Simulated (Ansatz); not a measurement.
Task: a convergence test of the plane-wave cutoff of HfN, space group Fm-3m, with the Python package of Ansatz (0.2.0). Give the script and its output. Use (first run): PBE, PAW, cutoff 250 eV, 13×13×13 k-points, Fermi-Dirac smearing of 0.15 eV. The script varies cutoff (eV): 250, 325, 400, 475, 550, 625.

`hfn.xyz`
```text
2
Lattice="0.0 2.256 2.256 2.256 0.0 2.256 2.256 2.256 0.0" Properties=species:S:1:pos:R:3 pbc="T T T"
Hf    0.00000000    0.00000000    0.00000000
N     2.25600000    2.25600000    2.25600000
```

The script, `ecut_hfn.py`:
```python
# -*- coding: utf-8 -*-
import ansatz

cell = ansatz.Crystal.from_extxyz("hfn.xyz")

calc = (
    cell.calculation()
    .functional("pbe")
    .kpoints(13)
    .occupations("fermi_dirac", width=0.15)
)

rows = []
for value in [250, 325, 400, 475, 550, 625]:
    r = calc.basis(value).run(threads=1, backend="cpu").report
    rows.append((value, r["free_energy_ev"] / len(r["lattice"]["sites"]), r["n_iterations"], r["n_pw"]))

print(" cutoff (eV)   F/atom (eV)    iterations   plane waves")
for row in rows:
    print(f"{str(row[0]):>12s}  {row[1]:12.5f}  {row[2]:12d}  {row[3]:12d}")

for row in rows[:-1]:
    shift = 1000 * (row[1] - rows[-1][1])
    print(f"{row[0]}: {shift:+.2f} meV/atom" + ("  (within 1 meV)" if abs(shift) < 1 else ""))
```

```console
$ python ecut_hfn.py
DeckWarning: basis.ecutwfc = 250 eV is below the records' recommended 420 eV, and the density's cutoff is lower with it unless basis.ecutrho_ratio is high enough to keep the records' density cutoff: compare with a run at a higher cutoff
DeckWarning: basis.ecutwfc = 325 eV is below the records' recommended 420 eV, and the density's cutoff is lower with it unless basis.ecutrho_ratio is high enough to keep the records' density cutoff: compare with a run at a higher cutoff
DeckWarning: basis.ecutwfc = 400 eV is below the records' recommended 420 eV, and the density's cutoff is lower with it unless basis.ecutrho_ratio is high enough to keep the records' density cutoff: compare with a run at a higher cutoff
 cutoff (eV)   F/atom (eV)    iterations   plane waves
         250   -8053.37585             8           181
         325   -8054.26821             6           307
         400   -8054.34574             6           411
         475   -8054.35236             6           537
         550   -8054.35271             6           645
         625   -8054.35301             6           869
250: +977.16 meV/atom
325: +84.80 meV/atom
400: +7.27 meV/atom
475: +0.65 meV/atom  (within 1 meV)
550: +0.29 meV/atom  (within 1 meV)
```
(Warnings from the package without file and line.)

From 475 eV on it stays within 1 meV an atom of the value at 625 eV; the first row (250 eV) is off by 977.2 meV and the last but one by 0.29 meV. The energy falls steadily, as expected when plane waves are added.

The run is spin-unpolarised. The smearing is wide enough that free energy and stress hold a thermal part of the electrons. Spin-orbit coupling, which matters for elements this heavy, is left out. The structure is a deposited one; some such entries were measured under pressure or heat, so a shift against it needn't be the functional's error alone. Shifts are counted from the last row, which is itself no proven limit. Timing: 12 s on 1 thread of Arm Neoverse V1 (shared host), peak memory 0.39 GiB.
